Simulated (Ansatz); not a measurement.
**C2H10SSi2: a nudged elastic band in two tries**

Aim: a band of images between two relaxed ends for this system. SMILES of the start: CS[SiH](C)[SiH3].

Program: Ansatz 0.2.0. Level of theory: RKS PBE/def2-SVP. These are calculated values, not measurements.

### Step 1. The system as given

Bond lengths: C1–S2 1.840 Å, S2–Si3 2.167 Å, Si3–C4 1.897 Å, Si3–Si5 2.358 Å, C1–H6 1.107 Å, C1–H7 1.107 Å, C1–H8 1.108 Å, Si3–H9 1.512 Å, C4–H10 1.110 Å, C4–H11 1.108 Å, C4–H12 1.109 Å, Si5–H13 1.505 Å, Si5–H14 1.506 Å, Si5–H15 1.508 Å. Angles (14 of 25 angles, heavy atoms first): C1–S2–Si3 101.2°, S2–Si3–C4 113.0°, S2–Si3–Si5 104.5°, C4–Si3–Si5 111.9°, S2–C1–H6 106.5°, S2–C1–H7 111.8°, S2–C1–H8 111.3°, S2–Si3–H9 109.0°, C4–Si3–H9 108.6°, Si5–Si3–H9 109.7°, Si3–C4–H10 110.3°, Si3–C4–H11 110.8°, Si3–C4–H12 110.9°, Si3–Si5–H13 111.1°.

Coordinates:

```xyz
15

C    -1.5263    0.7861    2.1347
S     0.2314    0.8205    1.5929
Si    0.0502    0.1828   -0.4702
C    -0.5114   -1.6205   -0.6431
Si    2.1951    0.5284   -1.3860
H    -1.5400    1.1509    3.1796
H    -1.9431   -0.2398    2.1136
H    -2.1514    1.4582    1.5145
H    -0.9529    1.0689   -1.1743
H    -0.5943   -1.8976   -1.7146
H     0.2104   -2.3053   -0.1552
H    -1.5058   -1.7723   -0.1755
H     2.5814    1.9814   -1.3244
H     3.2212   -0.2794   -0.6350
H     2.2138    0.0870   -2.8277
```

### Step 2. First try

The input, input.yaml:

```yaml
crystal:
  periodic: [false, false, false]
  atoms:
    - { symbol: C, position_ang: [-1.52631, 0.786059, 2.134695] }
    - { symbol: S, position_ang: [0.231351, 0.820522, 1.592907] }
    - { symbol: Si, position_ang: [0.050227, 0.182838, -0.470173] }
    - { symbol: C, position_ang: [-0.511431, -1.620475, -0.643135] }
    - { symbol: Si, position_ang: [2.195101, 0.528396, -1.385964] }
    - { symbol: H, position_ang: [-1.539986, 1.150853, 3.179593] }
    - { symbol: H, position_ang: [-1.943117, -0.239781, 2.113561] }
    - { symbol: H, position_ang: [-2.151439, 1.458152, 1.514497] }
    - { symbol: H, position_ang: [-0.952938, 1.068901, -1.17427] }
    - { symbol: H, position_ang: [-0.594315, -1.897634, -1.714626] }
    - { symbol: H, position_ang: [0.210366, -2.305308, -0.155173] }
    - { symbol: H, position_ang: [-1.505828, -1.772343, -0.175464] }
    - { symbol: H, position_ang: [2.581402, 1.981393, -1.324408] }
    - { symbol: H, position_ang: [3.221183, -0.279405, -0.635033] }
    - { symbol: H, position_ang: [2.213837, 0.087033, -2.827706] }
basis:
  gaussian: { orbitals: def2-SVP }
hamiltonian:
  xc: pbe
neb:
  order_check: false
  images: 7
  f_tol: 0.03
  max_iterations: 8
  initial_path: idpp
  spring: { min: 2.0, max: 10.0 }
  final_atoms:
    - { symbol: C, position_ang: [-1.52631, 0.786059, 2.134695] }
    - { symbol: S, position_ang: [0.231351, 0.820522, 1.592907] }
    - { symbol: Si, position_ang: [0.050227, 0.182838, -0.470173] }
    - { symbol: C, position_ang: [-0.511431, -1.620475, -0.643135] }
    - { symbol: Si, position_ang: [2.195101, 0.528396, -1.385964] }
    - { symbol: H, position_ang: [-1.539986, 1.150853, 3.179593] }
    - { symbol: H, position_ang: [-1.943117, -0.239781, 2.113561] }
    - { symbol: H, position_ang: [-2.151439, 1.458152, 1.514497] }
    - { symbol: H, position_ang: [-0.952938, 1.068901, -1.17427] }
    - { symbol: H, position_ang: [-0.594315, -1.897634, -1.714626] }
    - { symbol: H, position_ang: [0.210366, -2.305308, -0.155173] }
    - { symbol: H, position_ang: [-1.505828, -1.772343, -0.175464] }
    - { symbol: H, position_ang: [2.581402, 1.981393, -1.324408] }
    - { symbol: H, position_ang: [3.221183, -0.279405, -0.635033] }
    - { symbol: H, position_ang: [2.213837, 0.087033, -2.827706] }
```

On the command line:

```sh
$ ansatz run input.yaml --threads 2 --pin off --max-ram 3072MiB --backend cpu --events-out ev --progress --plain --runs-dir out
```

What does the calculation give? Wanted: first try.

**Answer**, as computed:

```
 quantity                                                 value
first try                                               refused
    cause  both ends are the same geometry, so there is no path
```

**Reading.** The fault in the first input was caught at the input check and cost nothing.
